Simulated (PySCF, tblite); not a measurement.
# C5H6F2OSi: geometry, infrared bands and NMR shifts

What infrared bands and NMR shifts should C5H6F2OSi (`FC(F)c1ccc([SiH3])o1`) show?

The runs use tblite 0.8.0 and PySCF 2.14.0, with density-fitted response routines of our own; the level of theory stands in each step. All values are computed, except where a source is named. Atoms count from 0, in the outputs and in this text.

## Step 1: The molecule as given

15 atoms, charge 0, multiplicity 1; geometry from: force field or distance geometry start.

Bonds of the start (Å): F0–C1 1.36, C1–F2 1.34, C1–C3 1.48, C3–C4 1.37, C4–C5 1.41, C5–C6 1.40, C6–Si7 1.87, C6–O8 1.37, O8–C3 1.37, C1–H9 1.10, C4–H10 1.09, C5–H11 1.08, Si7–H12 1.48, Si7–H13 1.48, Si7–H14 1.48.

## Step 2: Relaxing the molecule with GFN2-xTB

What the job is given:

```
{"job": {"kind": "relax", "xc": "GFN2-xTB", "basis": "xTB"}, "charge": 0, "multiplicity": 1}
F     -3.312900    -0.184800     0.877900
C     -2.482700     0.721100     0.289700
F     -3.120600     1.182600    -0.796800
C     -1.196600     0.083600    -0.084700
C     -0.880400    -0.982000    -0.893400
C      0.522700    -1.117500    -0.854100
C      1.015900    -0.131600     0.000900
Si     2.730100     0.342100     0.588800
O     -0.053100     0.588000     0.474900
H     -2.340800     1.548000     0.998500
H     -1.586100    -1.577500    -1.468200
H      1.123400    -1.851100    -1.377200
H      3.029700     1.737600     0.199900
H      2.825300     0.208700     2.059500
H      3.721800    -0.559400    -0.037500
```

The run is started by

```sh
OMP_NUM_THREADS=1 python probes_run.py task.json out
```

This one command runs all jobs of the session in turn.

**Question.** This job is followed by: GFN2-xTB harmonic vibrations, gas phase; GIAO PBE0/pcSseg-1 NMR shielding, non-relativistic, gas phase. Predict these results of the whole session: strongest single infrared mode (GFN2-xTB); zero-point energy (GFN2-xTB); ¹³C shifts against TMS (PBE0/pcSseg-1); ¹H shifts against TMS (PBE0/pcSseg-1, means over atoms taken as alike); ¹⁹F shifts against CFCl3 (PBE0/pcSseg-1, means over atoms taken as alike); ²⁹Si shifts against TMS (PBE0/pcSseg-1); ¹⁷O shifts against H2O (PBE0/pcSseg-1); surface potential, 1st and 99th percentile.

The runs gave:

| quantity | value |
| --- | --- |
| strongest single infrared mode (GFN2-xTB) | 785 cm⁻¹, 386 km/mol |
| zero-point energy (GFN2-xTB) | 58.8 kcal/mol |
| ¹³C shifts against TMS (PBE0/pcSseg-1) | 163.7, 155.0, 131.6, 118.5, 116.0 ppm |
| ¹H shifts against TMS (PBE0/pcSseg-1, means over atoms taken as alike) | 7.24, 7.23, 7.01, 4.47 ppm |
| ¹⁹F shifts against CFCl3 (PBE0/pcSseg-1, means over atoms taken as alike) | -121.8 ppm |
| ²⁹Si shifts against TMS (PBE0/pcSseg-1) | -85.8 ppm |
| ¹⁷O shifts against H2O (PBE0/pcSseg-1) | 324.0 ppm |
| surface potential, 1st and 99th percentile | -0.85 V and 1.24 V |

**Reading.** Over 18 steps the energy fell by 0.072 eV; of the close pairs, C5–C6 changed most, 1.395 to 1.370 Å. All 39 modes are real, so the xTB geometry is a minimum. The strongest single mode, at 785 cm⁻¹, moves mainly H12 and H13. Unscaled tight-binding wavenumbers are off by several per cent, some by more. Its intensities can rank the bands wrongly. At PBE0/pcSseg-1: Shielding is most anisotropic at O8 (span 360 ppm, paramagnetic term -388 ppm). NICS(1)zz of -27 ppm above the planar ring from C3 marks a diatropic (aromatic) ring current. At PBE0/pcSseg-1, counted by nearest atom on the grid, the HOMO lies on C3, C6 about 30 % each; C4, C5 about 11 % each, the LUMO on C3, C6 about 21 % each; O8 14 %.
